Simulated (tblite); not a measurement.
# C7H17BN2: the cost of one run

Computed with tblite 0.8.0 and PySCF 2.14.0, with density-fitted response routines of our own, on a single molecule, in the gas phase or a continuum. Atoms count from 0, in the outputs and in this text.

### Step 1. The molecule as given

27 atoms, charge 0, multiplicity 1; geometry from: force field or distance geometry start.

Bonds of the start (Å): C0–N1 1.44, N1–C2 1.27, C2–C3 1.48, C3–N4 1.43, N4–C5 1.47, N4–B6 1.55, B6–C7 1.60, C7–C8 1.52, C8–C9 1.50, C9–N4 1.44, C0–H10 1.12, C0–H11 1.10, C0–H12 1.11, C2–H13 1.09, C3–H14 1.11, C3–H15 1.10, C5–H16 1.13, C5–H17 1.08, C5–H18 1.12, B6–H19 1.17, B6–H20 1.20, C7–H21 1.08, C7–H22 1.11, C8–H23 1.13, C8–H24 1.11, C9–H25 1.09, C9–H26 1.11.

### Step 2. Optimising the geometry with GFN2-xTB

What the job is given:

```
{"job": {"kind": "relax", "xc": "GFN2-xTB", "basis": "xTB"}, "charge": 0, "multiplicity": 1}
C      3.850500     0.578000    -0.046700
N      2.715800    -0.293400     0.084000
C      1.603200    -0.154500    -0.513600
C      0.551600    -1.156200    -0.252700
N     -0.755000    -0.653600     0.040200
C     -1.617600    -1.847300     0.087300
B     -1.282400     0.311900    -1.044600
C     -1.245500     1.696400    -0.240400
C     -1.750800     1.221700     1.112600
C     -0.912500    -0.007400     1.313500
H      4.650000     0.102100    -0.668700
H      4.290700     0.742900     0.952700
H      3.585500     1.541900    -0.520500
H      1.476000     0.692700    -1.189900
H      0.819300    -1.845400     0.579200
H      0.476000    -1.779600    -1.161700
H     -1.206500    -2.506600     0.901900
H     -2.670900    -1.622700     0.206700
H     -1.387200    -2.399100    -0.857500
H     -0.663000     0.309500    -2.034000
H     -2.443300     0.067500    -1.189500
H     -0.224900     2.048200    -0.157800
H     -1.932900     2.442200    -0.684600
H     -2.828200     0.928200     0.958800
H     -1.637800     1.998800     1.894000
H      0.024000     0.279200     1.800400
H     -1.503900    -0.669200     1.984100
```

Run with:

```
$ OMP_NUM_THREADS=1 python probes_run.py task.json out
```

This one command runs all jobs of the session in turn.

**Question.** How long does this first job take on 1 thread of Intel Xeon at 2.50GHz, shared host, and how much memory does it need?

About 1.6 s, with a peak of 0.18 GiB.
